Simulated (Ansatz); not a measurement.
# C5H8Si (charge +1): single point from an input written key by key

A script is to give a single point from an input written key by key; the system is C5H8Si (charge +1).

Program: Ansatz 0.2.0, driven from Python. Level of theory: PBE0/cc-pVDZ. These are calculated values, not measurements.

**1. The system**

Bond lengths: C1–C2 1.492 Å, C2–C3 1.464 Å, C3–C4 1.206 Å, C4–C5 1.463 Å, C5–Si6 1.868 Å, C1–H7 1.085 Å, C1–H8 1.085 Å, C2–H9 1.110 Å, C5–H10 1.109 Å, C5–H11 1.109 Å, Si6–H12 1.471 Å, Si6–H13 1.470 Å, Si6–H14 1.471 Å. Angles (14 of 20 angles, heavy atoms first): C1–C2–C3 109.8°, C2–C3–C4 179.9°, C3–C4–C5 179.9°, C4–C5–Si6 109.6°, C1–C2–H9 109.9°, C3–C2–H9 109.3°, C2–C1–H7 120.2°, C2–C1–H8 120.3°, C4–C5–H10 109.5°, C4–C5–H11 109.5°, Si6–C5–H10 109.4°, Si6–C5–H11 109.4°, C5–Si6–H12 109.5°, C5–Si6–H13 109.4°.

No structure file is read: the coordinates are typed or built in the script.

**2. Script**

Input file deck_c5h8si.py:

```python
# -*- coding: utf-8 -*-
"""C5H8Si(+) through the session interface."""

import ansatz as az
import numpy as np
import pandas as pd

DECK = """
crystal:
  periodic: [false, false, false]
  atoms:
    - { symbol: C, position_ang: [2.7893, 1.0461, 0.4981] }
    - { symbol: C, position_ang: [2.4423, 0.4387, -0.8203] }
    - { symbol: C, position_ang: [1.0491, -0.0114, -0.8083] }
    - { symbol: C, position_ang: [-0.0985, -0.3819, -0.7967] }
    - { symbol: C, position_ang: [-1.4911, -0.8309, -0.7812] }
    - { symbol: Si, position_ang: [-2.2348, -0.5087, 0.9015] }
    - { symbol: H, position_ang: [2.7498, 0.4473, 1.4025] }
    - { symbol: H, position_ang: [3.1035, 2.0831, 0.5578] }
    - { symbol: H, position_ang: [2.5802, 1.1859, -1.6296] }
    - { symbol: H, position_ang: [-2.0669, -0.2771, -1.5509] }
    - { symbol: H, position_ang: [-1.5318, -1.9177, -1.0002] }
    - { symbol: H, position_ang: [-1.4738, -1.2433, 1.9231] }
    - { symbol: H, position_ang: [-3.6335, -0.9617, 0.9115] }
    - { symbol: H, position_ang: [-2.1837, 0.9318, 1.1927] }
magnetization:
  spin_polarized: true
  initial_magnetization: 1
total_charge: 1
basis:
  gaussian: { orbitals: cc-pVDZ }
hamiltonian:
  xc: pbe0
output:
  forces: true
"""

session = az.Session.from_yaml(DECK)
data = session.plan(threads=1).execute().report

print(f"E = {data['free_energy_ev']:.6f} eV = {data['free_energy_ev'] / 27.211386246:.7f} Ha")
print("converged:", data["converged"], " doubts:", data["published_state_doubts"] or "none")
symbols = ["C", "C", "C", "C", "C", "Si", "H", "H", "H", "H", "H", "H", "H", "H"]
field = data["mean_field"]
print("<S^2> =", round(abs(field["state"]["spin_squared"]), 4), " all-electron relativity setting:", field["relativity"])
print("passes:", field["passes"])
if "symmetry" in field:
    print("occupied orbitals by irrep:", field["symmetry"]["occupied"])

print("forces (eV/A)")
for symbol, f in zip(symbols, data["forces_ev_ang"]):
    print(f"  {symbol:2s} {f[0]:9.4f} {f[1]:9.4f} {f[2]:9.4f}")
charges = data["charge_distribution"]
table = pd.DataFrame({"atom": symbols, "mulliken": charges["mulliken_charges_e"], "lowdin": charges["lowdin_charges_e"]})
print(table.round(3).to_string())
print("dipole (e A):", np.round(charges["dipole_moment_e_ang"], 4) + 0.0)
```

**3. Launch**

The run is started by

```sh
$ python deck_c5h8si.py
```

**Question.** What results will this script give? Wanted: total energy; largest force; <S²> of the mean field.

The runs gave:

| quantity | value |
| --- | --- |
| total energy | -13170.9145 eV |
| largest force | 6.929 eV/Å |
| <S²> of the mean field (pure state) | 0.765 (0.75) |

Forces reach 6.93 eV/Å, so the atoms aren't at rest. Reading the output:
- The geometry is a force-field or estimated start, not a minimum of this method, and the basis set is short of its limit.
- The run takes the species as open-shell (spin multiplicity 2), which needn't be its ground state.
- The Löwdin charges here are taken after orthogonalising the functions within each atom; they differ from plain Löwdin charges, and their signs can be unphysical.
- An ion's dipole depends on the origin; the program takes it about the centre of nuclear charge. The dipole of an ion depends on the origin.
